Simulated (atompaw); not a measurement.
# Magnesium: generating and testing a PAW (atompaw) potential

Do these settings give a usable potential? It is generated, then checked for scattering, ghosts and hardness.

Program: atompaw 4.2.0.5. Reference atom: PBE, scalar-relativistic, spherical and spin-unpolarised. All values are calculated.

### Step 1. Starting point

Typed settings, in words:

```json
{"element": "magnesium (Mg, Z = 12)", "type": "PAW", "frozen core": "[Ne]", "valence charge": "2", "reference configuration": "3s1.5 3p0.5", "partial waves": "3s (bound); 3s channel at -0.05 Ry; 3p (bound); 3p channel at 0.35 Ry; 3d channel at 0.1 Ry; 3d channel at 1.4 Ry", "local potential": "troulliermartins scheme with l = 3 at 0 Ry, radius 2.55 bohr", "core correction": "smooth core density matched at 2.75 bohr", "augmentation charge": "sinc compensation charge, radius 2.80 bohr; PAW radius 3.00 bohr; waves and projectors: bloechl"}
```

An earlier all-electron run gives the scale for the radii.

All-electron outer shells of the reference configuration (PBE, scalar-relativistic, ld1.x):

```json
{"shell": "2s", "level (eV)": "-80.92", "outermost node (bohr)": "0.18", "outermost maximum (bohr)": "0.54"}
{"shell": "2p", "level (eV)": "-47.68", "outermost node (bohr)": "–", "outermost maximum (bohr)": "0.48"}
{"shell": "3s", "level (eV)": "-5.22", "outermost node (bohr)": "0.90", "outermost maximum (bohr)": "2.53"}
{"shell": "3p", "level (eV)": "-1.73", "outermost node (bohr)": "0.95", "outermost maximum (bohr)": "3.41"}
```

### Step 2. Generating the potential

The input, Mg.input:

```
Mg 12
GGA-PBE scalarrelativistic loggrid 1500 logderivrange -2 5 176
3 3 0 0 0 0
3 0 1.5
3 1 0.5
0 0 0
c
c
v
c
v
2
3.00 2.80 2.55 2.75
y
-0.05
n
y
0.35
n
y
0.1
y
1.4
n
bloechl sinc
3 0 troulliermartins
PWSCFOUT
UPFDX 0.0125d0 UPFXMIN -7.d0 UPFZMESH 12.d0
END
```

Launch:

```sh
atompaw < Mg.input > Mg.log
```

What does the calculation give? Wanted: cutoffs for 10 and 1 mRy, occupied levels; bound ghosts; largest phase difference near zero energy, channels read; lowest eigenvalue of the overlap; share of valence orbitals outside the PAW sphere; UPF file.

**Answer**, as computed:

| quantity | value |
| --- | --- |
| cutoffs for 10 and 1 mRy, occupied levels | 6 Ry or less and 6 Ry or less |
| bound ghosts | none found |
| largest phase difference near zero energy, channels read | 0.013 rad |
| lowest eigenvalue of the overlap (Bessel basis) | 0.002 (s) |
| share of valence orbitals outside the PAW sphere | 3s 47 %, 3p 75 % |
| UPF file | written |

The overlap operator is nearly singular (0.002). By its cutoff, 6 Ry or less for the looser tolerance, it is soft on the atom at that tolerance. No bound ghost shows below the valence levels. Near zero energy the phases of the channels with partial waves agree within 0.013 rad. All of this concerns the isolated atom, not yet a solid.
